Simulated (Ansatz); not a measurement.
# GaH3O3: the cost of one run

Method: unrestricted cation, the program's frozen cores in correlated methods; program: Ansatz 0.2.0, Gaussian basis.

Plan: UKS PBE-D4/def2-TZVPP; UKS r2SCAN-D4/def2-TZVPP; UKS PBE0-D4/def2-TZVPP; UKS B3LYP-D4/def2-TZVPP; UKS wB97X-V/def2-TZVPP; UKS wB97M-V/def2-TZVPP; UKS B2PLYP/def2-TZVPP; UHF-CCSD(T)/def2-TZVPP; UHF-MP2/def2-QZVPP; extrapolation to the limit; then −ε(HOMO) from the neutral's earlier runs with LDA (SPW92), PBE-D4, revPBE-D4, BLYP-D4, r2SCAN-D4, B97M-V, PBE0-D4, B3LYP-D4, r2SCANh-D4, r2SCAN0-D4, HSE06-D4, BHLYP-D4, CAM-B3LYP-D4, LC-ωPBE, ωB97X-V, ωB97M-V.

## (1) The geometry

All runs share one geometry, relaxed beforehand with PBE0-D4/def2-TZVP.

SMILES `[OH][Ga]([OH])[OH]`, 7 atoms, charge 0, spin multiplicity 1.

Atoms are counted from 1 here; the program's logs count them from 0.

Bond lengths: O1–Ga2 1.774 Å, O1–H5 0.960 Å, Ga2–O3 1.774 Å, Ga2–O4 1.774 Å, O3–H6 0.960 Å, O4–H7 0.960 Å. Angles: Ga2–O1–H5 113.2°, O1–Ga2–O3 120.0°, O1–Ga2–O4 120.0°, O3–Ga2–O4 120.0°, Ga2–O3–H6 113.2°, Ga2–O4–H7 113.2°.

## (2) Cation, UKS PBE-D4/def2-TZVPP

Input file in.yaml:

```yaml
crystal:
  periodic: [false, false, false]
  atoms:
    - {symbol: O, position_ang: [-1.282245, 0.423372, -1.150545]}
    - {symbol: Ga, position_ang: [0.000012, -0.000557, -0.000096]}
    - {symbol: O, position_ang: [-0.419749, -0.539610, 1.637166]}
    - {symbol: O, position_ang: [1.702124, 0.116265, -0.486562]}
    - {symbol: H, position_ang: [-2.164880, 0.325510, -0.786198]}
    - {symbol: H, position_ang: [0.347634, -0.742672, 2.176854]}
    - {symbol: H, position_ang: [1.817103, 0.417681, -1.390619]}
basis:
  gaussian: {orbitals: def2-TZVPP}
total_charge: 1
magnetization: {spin_polarized: true, initial_magnetization: 1}
hamiltonian: {xc: pbe, dispersion: d4}
```

On the command line:

```
ansatz run in.yaml --threads 2 --pin off --events-out ev --progress --plain --max-ram 32768MiB --backend cpu
```

**Question.** How long does this run take on 2 threads of AMD EPYC 7R13, shared host, and how much memory does it need?

About 20 s, with a peak of 0.48 GiB.
